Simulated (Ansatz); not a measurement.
I need energies of removing a hydrogen of H6O2SSi2, SMILES O[SiH2]O[SiH2]S. Use the Ansatz DFT code, driven from Python. Level of theory (for the species named): Hartree-Fock, def2-SVP basis, multiplicity 1.

```yaml
atoms:
  - { symbol: O, position_ang: [-1.4444, 1.6839, 1.5893] }
  - { symbol: Si, position_ang: [-1.3204, 0.2033, 0.9577] }
  - { symbol: O, position_ang: [0.0458, 0.1495, 0.0689] }
  - { symbol: Si, position_ang: [0.9635, -0.9503, -0.8378] }
  - { symbol: S, position_ang: [2.7188, -0.0651, -1.4893] }
  - { symbol: H, position_ang: [-0.6704, 2.2525, 1.6436] }
  - { symbol: H, position_ang: [-1.2173, -0.7605, 2.0762] }
  - { symbol: H, position_ang: [-2.4298, -0.0923, 0.0805] }
  - { symbol: H, position_ang: [0.0903, -1.2926, -1.9867] }
  - { symbol: H, position_ang: [1.1890, -2.1687, -0.0082] }
  - { symbol: H, position_ang: [2.1401, 0.9834, -2.0736] }
```

`h6o2ssi2.py`
```python
# -*- coding: utf-8 -*-
"""Cost of removing each kind of hydrogen from H6O2SSi2, fragments frozen."""

import ansatz

BASIS = "def2-SVP"
XC = "HF"


def total_energy(molecule, charge=0, unpaired=0):
    calc = molecule.calculation().basis(gaussian=BASIS).functional(XC)
    if charge:
        calc = calc.charge(charge)
    if unpaired:
        calc = calc.spin("collinear", total=unpaired)
    return calc.run(threads=1).report["free_energy_ev"]

def without(molecule, index):
    rest = ansatz.Crystal.molecule()
    for i, site in enumerate(molecule.cartesian_sites):
        if i != index:
            rest = rest.atom(site.symbol, site.position_ang)
    return rest

h6o2ssi2 = (
    ansatz.Crystal.molecule()
    .atom("O", (-1.4444, 1.6839, 1.5893))
    .atom("Si", (-1.3204, 0.2033, 0.9577))
    .atom("O", (0.0458, 0.1495, 0.0689))
    .atom("Si", (0.9635, -0.9503, -0.8378))
    .atom("S", (2.7188, -0.0651, -1.4893))
    .atom("H", (-0.6704, 2.2525, 1.6436))
    .atom("H", (-1.2173, -0.7605, 2.0762))
    .atom("H", (-2.4298, -0.0923, 0.0805))
    .atom("H", (0.0903, -1.2926, -1.9867))
    .atom("H", (1.189, -2.1687, -0.0082))
    .atom("H", (2.1401, 0.9834, -2.0736))
)

whole = total_energy(h6o2ssi2, 0)
hydrogen = total_energy(ansatz.Crystal.molecule().atom("H", (0, 0, 0)), 0, 1)
print(f"E(molecule) = {whole:.5f} eV, E(H) = {hydrogen:.5f} eV")
for index in [5, 7, 9]:
    radical = total_energy(without(h6o2ssi2, index), 0, 1)
    print(f"H{index}: homolysis {23.060548 * (radical + hydrogen - whole):.1f} kcal/mol")
```

Output of `python h6o2ssi2.py`:
```text
E(molecule) = -30703.88837 eV, E(H) = -13.58606 eV
H5: homolysis 91.8 kcal/mol
H7: homolysis 80.8 kcal/mol
H9: homolysis 78.1 kcal/mol
```

Total energies depend on the basis set; only differences at equal settings carry meaning. The geometry is a force-field or estimated start, not a minimum of this method, and the basis set is short of its limit. All parts are taken at fixed geometry, without zero-point energy. Hartree-Fock leaves correlation out, so bond, atomisation and ionisation energies come out well too low. Finished in 35 s on 1 thread of Arm Neoverse V1 (shared host), peak memory 0.36 GiB.
